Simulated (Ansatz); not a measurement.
# CH6SiTe: basis-set convergence

How large a basis does CH6SiTe need? Two functionals are run in growing sets.

Method: one geometry, several basis sets; program: Ansatz 0.2.0, Gaussian basis.

Plan: PBE0-D4/def2-SVP; ωB97M-V/def2-SVP; PBE0-D4/def2-QZVPP; ωB97M-V/def2-QZVPP; the functionals' def2-TZVPP values are taken from earlier runs.

### Step 1. The geometry

An earlier PBE0-D4 in a triple-zeta def2 set relaxation fixed the geometry. Te takes the def2 core potential; no spin-orbit term is included.

SMILES `C[SiH2][TeH]`, 9 atoms, charge 0, spin multiplicity 1.

Atoms are counted from 1 here; the program's logs count them from 0.

Bond lengths: C1–Si2 1.867 Å, C1–H4 1.094 Å, C1–H5 1.091 Å, C1–H6 1.092 Å, Si2–Te3 2.500 Å, Si2–H7 1.487 Å, Si2–H8 1.486 Å, Te3–H9 1.658 Å. Angles: Si2–C1–H4 110.3°, Si2–C1–H5 110.6°, Si2–C1–H6 110.6°, H4–C1–H5 108.7°, H4–C1–H6 108.3°, H5–C1–H6 108.2°, C1–Si2–Te3 112.6°, C1–Si2–H7 111.4°, C1–Si2–H8 110.5°, Te3–Si2–H7 103.6°, Te3–Si2–H8 109.7°, H7–Si2–H8 108.9°, Si2–Te3–H9 91.7°.

### Step 2. PBE0-D4 in def2-SVP

File in.yaml:

```yaml
crystal:
  periodic: [false, false, false]
  atoms:
    - {symbol: C, position_ang: [-0.793631, 0.726284, -0.609059]}
    - {symbol: Si, position_ang: [0.377728, -0.686596, -0.266389]}
    - {symbol: Te, position_ang: [1.980435, -0.179839, 1.584402]}
    - {symbol: H, position_ang: [-1.456289, 0.475185, -1.442029]}
    - {symbol: H, position_ang: [-0.239951, 1.632043, -0.862383]}
    - {symbol: H, position_ang: [-1.409751, 0.936321, 0.267719]}
    - {symbol: H, position_ang: [1.262228, -0.952214, -1.431601]}
    - {symbol: H, position_ang: [-0.380535, -1.924276, 0.053295]}
    - {symbol: H, position_ang: [0.748166, -0.073211, 2.689045]}
basis:
  gaussian: {orbitals: def2-SVP}
hamiltonian: {xc: pbe0, dispersion: d4}
output: {orbitals: {seedname: orbitals}}
```

The runs that follow: ωB97M-V in def2-SVP; PBE0-D4 in def2-QZVPP; ωB97M-V in def2-QZVPP.

**Question.** What will the summary of the whole plan be? Wanted: PBE0-D4: double and triple zeta above quadruple; ωB97M-V: double and triple zeta above quadruple.

**Answer**, as computed:

| quantity | value |
| --- | --- |
| PBE0-D4: double and triple zeta above quadruple | 4.72, 0.38 eV |
| ωB97M-V: double and triple zeta above quadruple | 4.87, 0.37 eV |

**Reading.** PBE0-D4 gains 4.33 eV from double to triple zeta, then 0.38 eV more. These are total energies; as a rule much of such shifts cancels in differences, which this series doesn't test. The LUMO of ωB97M-V is positive and keeps falling with the basis (1.63 to 1.08 eV): an unbound level that the basis holds in place.
